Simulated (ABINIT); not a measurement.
TaAs:

```xyz
4
Lattice="-1.7218 1.7218 5.8679 1.7218 -1.7218 5.8679 1.7218 1.7218 -5.8679" Properties=species:S:1:pos:R:3 pbc="T T T"
Ta    0.0000    0.0000    5.8676
Ta    1.7218    0.0000    2.9336
As    0.0000    0.0000    0.9698
As    0.0000    1.7218    3.9037
```

The cell is a database's computed one.

Base run:

```yaml
Program: ABINIT 10.8.3 (patched build)
Functional: LDA
Potentials_or_basis: JTH PAW PBE v2.0
Cutoff: 626 eV
k_mesh: 9 × 9 × 9
Occupations: fermi-dirac, width 0.05 eV
Spin: no spin polarisation
```

Its results: band gap on the k mesh none (metal or under the smearing width); pressure -7.5 GPa; largest force 0.015 eV/Å.

Problem. The run is repeated on the same cell with these changes: functional from LDA to PBEsol. What comes out?

Solution. Band gap on the k mesh none (metal or under the smearing width); pressure -3.8 GPa; largest force 0.020 eV/Å.

PBEsol binds less tightly than LDA, so the same cell stands under more pressure.

Caveats: the PAW data sets were made with another functional, which shifts forces and pressure a little.
